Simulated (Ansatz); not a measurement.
# H2C3F (C6H4F2): the cost of one run

Program: Ansatz 0.2.0. Level of theory: DFT r2SCAN+D3(BJ), scalar-relativistic, plane waves, PAW. These are calculated values, not measurements.

**1. The system as given**

Symmetry: P2_1/c, No. 14, monoclinic system. Conventional cell: a = 5.872 Å, b = 6.324 Å, c = 7.031 Å, α = 90.00°, β = 101.01°, γ = 90.00°. Around H (site symmetry 1) lie 1 C at 1.09 Å. Around C (site symmetry 1) lie 1 F at 1.36 Å and 2 C at 1.39 Å. C (site symmetry 1) has 1 H at 1.09 Å as nearest neighbours. F (site symmetry 1) has 1 C at 1.36 Å as nearest neighbours.

Structure file:

```cif
data_structure
_symmetry_space_group_name_H-M 'P 1'
_symmetry_Int_Tables_number 1
_cell_length_a 5.8717
_cell_length_b 6.3244
_cell_length_c 7.0312
_cell_angle_alpha 90.000
_cell_angle_beta 101.007
_cell_angle_gamma 90.000
_cell_volume 256.30
loop_
_atom_site_label
_atom_site_type_symbol
_atom_site_fract_x
_atom_site_fract_y
_atom_site_fract_z
_atom_site_occupancy
H1 H 0.60434 0.14585 0.14674 1
H2 H 0.39566 0.64585 0.35326 1
H3 H 0.39566 0.85415 0.85326 1
H4 H 0.60434 0.35415 0.64674 1
H5 H 0.90207 0.43602 0.18118 1
H6 H 0.09793 0.93602 0.31882 1
H7 H 0.09793 0.56398 0.81882 1
H8 H 0.90207 0.06398 0.68118 1
C1 C 0.33813 0.34326 0.98267 1
C2 C 0.66187 0.84326 0.51733 1
C3 C 0.66187 0.65674 0.01733 1
C4 C 0.33813 0.15674 0.48267 1
C5 C 0.56081 0.30118 0.08381 1
C6 C 0.43919 0.80118 0.41619 1
C7 C 0.43919 0.69882 0.91619 1
C8 C 0.56081 0.19882 0.58381 1
C9 C 0.72655 0.46169 0.10141 1
C10 C 0.27345 0.96169 0.39859 1
C11 C 0.27345 0.53831 0.89859 1
C12 C 0.72655 0.03831 0.60141 1
F1 F 0.17674 0.18584 0.96341 1
F2 F 0.82326 0.68584 0.53659 1
F3 F 0.82326 0.81416 0.03659 1
F4 F 0.17674 0.31416 0.46341 1
```

It is the result of an earlier relaxation at this level (volume 10.68 Å³/atom; gap on the mesh: 3.95 eV).

Reference energy of this cell: -6370.5766 eV (24 atoms, 4×4×4 mesh, zero smearing).

**2. With r2SCAN+D3(BJ)**

Cell and atoms are relaxed anew from the first level's result.

Contents of input.yaml:

```yaml
crystal:
  lattice:
    - [5.8713100197, 0.0, 0.0640418756]
    - [0.0, 6.3244250208, 0.0]
    - [-1.4177012178, 0.0, 6.886744486]
  atoms:
    - { symbol: H, position: [0.6043407843, 0.1458520819, 0.1467384996] }
    - { symbol: H, position: [0.3956592157, 0.6458520819, 0.3532615004] }
    - { symbol: H, position: [0.3956592157, 0.8541479181, 0.8532615004] }
    - { symbol: H, position: [0.6043407843, 0.3541479181, 0.6467384996] }
    - { symbol: H, position: [0.9020659745, 0.436021339, 0.1811817019] }
    - { symbol: H, position: [0.0979340255, 0.936021339, 0.3188182981] }
    - { symbol: H, position: [0.0979340255, 0.563978661, 0.8188182981] }
    - { symbol: H, position: [0.9020659745, 0.063978661, 0.6811817019] }
    - { symbol: C, position: [0.33812686, 0.3432590227, 0.9826718515] }
    - { symbol: C, position: [0.66187314, 0.8432590227, 0.5173281485] }
    - { symbol: C, position: [0.66187314, 0.6567409773, 0.0173281485] }
    - { symbol: C, position: [0.33812686, 0.1567409773, 0.4826718515] }
    - { symbol: C, position: [0.5608084983, 0.3011791882, 0.0838081056] }
    - { symbol: C, position: [0.4391915017, 0.8011791882, 0.4161918944] }
    - { symbol: C, position: [0.4391915017, 0.6988208118, 0.9161918944] }
    - { symbol: C, position: [0.5608084983, 0.1988208118, 0.5838081056] }
    - { symbol: C, position: [0.7265479553, 0.4616902525, 0.1014056482] }
    - { symbol: C, position: [0.2734520447, 0.9616902525, 0.3985943518] }
    - { symbol: C, position: [0.2734520447, 0.5383097475, 0.8985943518] }
    - { symbol: C, position: [0.7265479553, 0.0383097475, 0.6014056482] }
    - { symbol: F, position: [0.1767431134, 0.1858377347, 0.9634090917] }
    - { symbol: F, position: [0.8232568866, 0.6858377347, 0.5365909083] }
    - { symbol: F, position: [0.8232568866, 0.8141622653, 0.0365909083] }
    - { symbol: F, position: [0.1767431134, 0.3141622653, 0.4634090917] }
basis:
  ecutwfc: 500
kpoints:
  mp_grid: { grid: [4, 4, 4] }
hamiltonian:
  xc: r2scan
  dispersion: d3bj
scf:
  occupations: { method: gaussian, width: 0.02 }
output:
  forces: true
  stress: true
  eigenvalues: true
relax:
  adjacent_minimum: "off"
  f_tol: 0.02
  max_steps: 50
  cell: { stress_tol: 0.03 }
```

Command:

```console
$ ansatz run input.yaml --threads 4 --pin off --max-ram 9216MiB --backend cpu --events-out ev --progress --plain --runs-dir out
```

What time and memory should one allow on 4 threads of Arm Neoverse V1, shared host?

About 3.2 min, with a peak of 1.5 GiB.
